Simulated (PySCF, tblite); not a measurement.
# C₄H₁₀F₃NSi₂: geometry, infrared bands and NMR shifts

Aim: predict the infrared bands and NMR shifts of C₄H₁₀F₃NSi₂ (`FC(F)(F)[Si@@]1(C[SiH3])CCN1`).

The runs use tblite 0.8.0 and PySCF 2.14.0, with density-fitted response routines of our own; the level of theory stands in each step. All values are computed, except where a source is named. Atoms are numbered from 0 throughout.

## Step 1: Starting geometry

20 atoms, charge 0, multiplicity 1; geometry from: force field or distance geometry start.

Bonds of the start (Å): F0–C1 1.34, C1–F2 1.35, C1–F3 1.36, C1–Si4 1.83, Si4–C5 1.83, C5–Si6 1.84, Si4–C7 1.88, C7–C8 1.56, C8–N9 1.49, N9–Si4 1.73, C5–H10 1.09, C5–H11 1.10, Si6–H12 1.47, Si6–H13 1.48, Si6–H14 1.49, C7–H15 1.10, C7–H16 1.09, C8–H17 1.09, C8–H18 1.10, N9–H19 1.03.

## Step 2: Relaxing the molecule with GFN2-xTB

What the job is given:

```
{"job": {"kind": "relax", "xc": "GFN2-xTB", "basis": "xTB"}, "charge": 0, "multiplicity": 1}
F     -0.951900     1.722800    -1.795200
C     -0.075800     1.941900    -0.804000
F     -0.587900     2.880800     0.022900
F      1.039700     2.479900    -1.369200
Si     0.316400     0.403300     0.115600
C     -0.908500    -0.250500     1.312300
Si    -2.537000    -0.364400     0.460000
C      1.019300    -0.933800    -1.001800
C      2.081800    -1.175600     0.109100
N      1.920800     0.174300     0.706700
H     -0.983200     0.410900     2.181600
H     -0.608300    -1.236200     1.694400
H     -2.444800    -1.247300    -0.716200
H     -2.979800     0.976600     0.026500
H     -3.556700    -0.919500     1.389100
H      0.367300    -1.794600    -1.205700
H      1.425700    -0.550600    -1.941500
H      3.083700    -1.388700    -0.270300
H      1.827600    -1.985700     0.808400
H      2.546300     0.866900     0.274300
```

Launch:

```sh
> OMP_NUM_THREADS=1 python probes_run.py task.json out
```

The driver reads the jobs from task.json and runs them one after another.

**Question.** This job is followed by: GFN2-xTB harmonic vibrations, gas phase; GIAO PBE0/pcSseg-1 NMR shielding, non-relativistic, gas phase. What will the session give for the following? strongest single infrared mode (GFN2-xTB); zero-point energy (GFN2-xTB); ¹³C shifts against TMS (PBE0/pcSseg-1); ¹H shifts against TMS (PBE0/pcSseg-1, means over atoms taken as alike); ¹⁹F shifts against CFCl3 (PBE0/pcSseg-1, means over atoms taken as alike); ²⁹Si shifts against TMS (PBE0/pcSseg-1); ¹⁵N shifts against NH3 (PBE0/pcSseg-1).

**Answer**, as computed:

| quantity | value |
| --- | --- |
| strongest single infrared mode (GFN2-xTB) | 784 cm⁻¹, 476 km/mol |
| zero-point energy (GFN2-xTB) | 84.6 kcal/mol |
| ¹³C shifts against TMS (PBE0/pcSseg-1) | 137.1, 46.4, 17.5, -4.2 ppm |
| ¹H shifts against TMS (PBE0/pcSseg-1, means over atoms taken as alike) | 3.97, 3.79, 3.78, 2.02, 1.51, 0.72, 0.46, 0.11 ppm |
| ¹⁹F shifts against CFCl3 (PBE0/pcSseg-1, means over atoms taken as alike) | -83.4 ppm |
| ²⁹Si shifts against TMS (PBE0/pcSseg-1) | 8.5, -79.1 ppm |
| ¹⁵N shifts against NH3 (PBE0/pcSseg-1) | 49.2 ppm |

Over 74 steps the energy fell by 0.980 eV; of the close pairs, C1–Si4 changed most, 1.835 to 1.956 Å. All 54 modes are real, so the xTB geometry is a minimum. The strongest single mode, at 784 cm⁻¹, is carried by H12, H14, Si6. Unscaled tight-binding wavenumbers are off by several per cent, some by more. Its intensities can rank the bands wrongly. At PBE0/pcSseg-1: The largest span, 178 ppm, is at F0, F2, F3, where the paramagnetic term is -221 ppm.
